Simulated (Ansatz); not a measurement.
The system is Ta3N.

```
Ta N
1.0
     3.03222    0.00000    0.00000
    -1.51611    2.62598    0.00000
     0.00000    0.00000    7.52414
Ta N
3 1
Direct
  0.66667 0.33333 0.82607
  0.33333 0.66667 0.17393
  0.00000 0.00000 0.50000
  0.00000 0.00000 0.00000
```

The cell comes from a database or a generator and needn't be the stable form of this composition.

Base run:

- Program: Ansatz 0.2.0
- Functional: PBE
- Potentials or basis: Ansatz PAW
- Cutoff: 420 eV (not typed: the program's choice for these potentials)
- k mesh: 10 × 10 × 4
- Occupations: fermi-dirac, width 0.05 eV
- Spin: no spin polarisation

Its results: band gap on the k mesh none (metal or under the smearing width); pressure -0.7 GPa; largest force 0.133 eV/Å.

Q: The run is repeated on the same cell with these changes: hubbard terms from none to Ta d U = 6 eV; hubbard projectors from none to ortho-atomic (the default). What comes out?

A: Band gap on the k mesh none (metal or under the smearing width); pressure 5.7 GPa; largest force 0.065 eV/Å.

Caveats: the density of states is complete only up to the lowest level of the last band computed; U without spin polarisation on a metal has little footing (some runs).
